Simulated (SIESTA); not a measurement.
Ti2Ag:

```
Ag Ti
1.0
    -1.47266    1.47266    5.91196
     1.47266   -1.47266    5.91196
     1.47266    1.47266   -5.91196
Ag Ti
1 2
Direct
  0.00000 0.00000 0.00000
  0.67151 0.67151 0.00000
  0.32849 0.32849 0.00000
```

The cell comes from a database or a generator and needn't be the stable form of this composition.

- Program: SIESTA 5.4.2
- Task: single point
- Functional: PBEsol
- Potentials or basis: PseudoDojo 0.4 standard (PBEsol files)
- Basis: DZP (energy shift 0.003 Ry; two zetas on semicore shells)
- Grid cutoff: 800 Ry
- Energy shift: 0.003 Ry
- k mesh: 13 × 13 × 13
- Occupations: fermi-dirac, width 0.05 eV
- Spin: no spin polarisation

On this cell: pressure -3.3 GPa; largest force 0.020 eV/Å; band gap on the k mesh none (metal or under the smearing width).

The same run follows on a disturbed copy (atoms moved at random, drawn with an rms of 0.05 Å):

```
CELL_PARAMETERS angstrom
-1.47266 1.47266 5.91196
1.47266 -1.47266 5.91196
1.47266 1.47266 -5.91196
ATOMIC_POSITIONS crystal
Ag 0.99293 0.98474 0.97174
Ti 0.67932 0.65597 0.99808
Ti 0.33166 0.31928 0.99689
```

Q: What does the disturbed cell give?

A: The energy (extrapolated to zero smearing) moves by +5.5 meV/atom; pressure -3.3 GPa; largest force 0.353 eV/Å; band gap on the k mesh none (metal or under the smearing width).

Forces in eV/Å, atoms in the order of the input:
```
Ag   0.073  0.177 -0.297
Ti   0.026 -0.191  0.279
Ti  -0.100  0.013  0.018
```

Stress tensor (GPa, compression positive):
```
-3.36  0.01 -0.21
 0.01 -3.39  0.01
-0.21  0.01 -3.10
```

Caveats: short orbitals over semicore shells can move pressures by several GPa; the basis of atomic orbitals isn't converged, which shifts pressures, moduli and gaps.
